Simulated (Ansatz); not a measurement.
# K: the cost of one run

Program: Ansatz 0.2.0. Level of theory: DFT LDA, scalar-relativistic, plane waves, PAW. These are calculated values, not measurements.

### 1 Starting point

The structure is cubic, space group Pm-3n (No. 223). The conventional cell has a = 8.490 Å, b = 8.490 Å, c = 8.490 Å, α = 90.00°, β = 90.00°, γ = 90.00°. Around K (site symmetry -4m2) lie 2 K at 4.25 Å.

Structure file:

```
K
1.0
     8.49038    0.00000    0.00000
     0.00000    8.49038    0.00000
     0.00000    0.00000    8.49038
K
8
Direct
  0.00000 0.00000 0.00000
  0.50000 0.25000 0.00000
  0.50000 0.75000 0.00000
  0.00000 0.50000 0.25000
  0.25000 0.00000 0.50000
  0.75000 0.00000 0.50000
  0.50000 0.50000 0.50000
  0.00000 0.50000 0.75000
```

The structure comes from the Materials Project (structure only).

### 2 Self-consistent density

File input.yaml:

```yaml
crystal:
  lattice:
    - [8.49038117, 0.0, 0.0]
    - [0.0, 8.49038117, 0.0]
    - [0.0, 0.0, 8.49038117]
  atoms:
    - { symbol: K, position: [0.0, 0.0, 0.0] }
    - { symbol: K, position: [0.5, 0.25, 0.0] }
    - { symbol: K, position: [0.5, 0.75, 0.0] }
    - { symbol: K, position: [0.0, 0.5, 0.25] }
    - { symbol: K, position: [0.25, 0.0, 0.5] }
    - { symbol: K, position: [0.75, 0.0, 0.5] }
    - { symbol: K, position: [0.5, 0.5, 0.5] }
    - { symbol: K, position: [0.0, 0.5, 0.75] }
basis:
  ecutwfc: 420
  fft_grid_basis: typed
kpoints:
  mp_grid: { grid: [4, 4, 4] }
hamiltonian:
  xc: lda
  pseudopotentials: { kind: paw }
scf:
  occupations: { method: gaussian, width: 0.05 }
output:
  forces: true
  stress: true
  eigenvalues: true
  bader: true
  write_density: true
  volumetric_format: npy
  elf: true
```

Command:

```
$ ansatz run input.yaml --threads 2 --pin off --max-ram 4096MiB --backend cpu --events-out ev --progress --plain --runs-dir out
```

Q: Estimate wall time and peak memory on 2 threads of Arm Neoverse N1, shared host.

About 37 s, with a peak of 0.69 GiB.
